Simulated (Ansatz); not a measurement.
# AsH5OSi: the cost of one run

Method: RKS PBE-D4/def2-SVP, in Ansatz 0.2.0.

## (1) The system as given

Bond lengths: O1–As2 1.831 Å, As2–Si3 2.298 Å, O1–H4 1.026 Å, As2–H5 1.577 Å, Si3–H6 1.506 Å, Si3–H7 1.483 Å, Si3–H8 1.421 Å. Angles: O1–As2–Si3 89.6°, O1–As2–H5 91.4°, Si3–As2–H5 92.3°, As2–O1–H4 100.5°, As2–Si3–H6 108.8°, As2–Si3–H7 110.8°, As2–Si3–H8 111.7°, H6–Si3–H7 106.8°, H6–Si3–H8 108.2°, H7–Si3–H8 110.4°.

Coordinates:

```xyz
8

O    -1.3278    0.1353   -1.2525
As   -0.5978    1.1596    0.0777
Si    0.5707   -0.6730    0.8233
H    -1.7706    0.8617   -1.8257
H     0.5840    1.6102   -0.8640
H     1.6482   -0.2108    1.7683
H     1.2534   -1.3557   -0.3023
H    -0.2681   -1.5844    1.5194
```

## (2) Relaxing end A

Contents of input.yaml:

```yaml
crystal:
  periodic: [false, false, false]
  atoms:
    - { symbol: O, position_ang: [-1.3278, 0.1353, -1.2525] }
    - { symbol: As, position_ang: [-0.5978, 1.1596, 0.0777] }
    - { symbol: Si, position_ang: [0.5707, -0.673, 0.8233] }
    - { symbol: H, position_ang: [-1.7706, 0.8617, -1.8257] }
    - { symbol: H, position_ang: [0.584, 1.6102, -0.864] }
    - { symbol: H, position_ang: [1.6482, -0.2108, 1.7683] }
    - { symbol: H, position_ang: [1.2534, -1.3557, -0.3023] }
    - { symbol: H, position_ang: [-0.2681, -1.5844, 1.5194] }
basis:
  gaussian: { orbitals: def2-SVP }
hamiltonian:
  xc: pbe
  dispersion: d4
relax:
  f_tol: 0.015
  max_steps: 40
output:
  orbitals: {}
```

Started as:

```bash
$ ansatz run input.yaml --threads 1 --pin off --max-ram 2048MiB --backend cpu --events-out ev --progress --plain --runs-dir out
```

**Question.** How long does this run take on 1 thread of an Arm CPU, shared host, and how much memory does it need?

About 31 s, with a peak of 0.12 GiB.
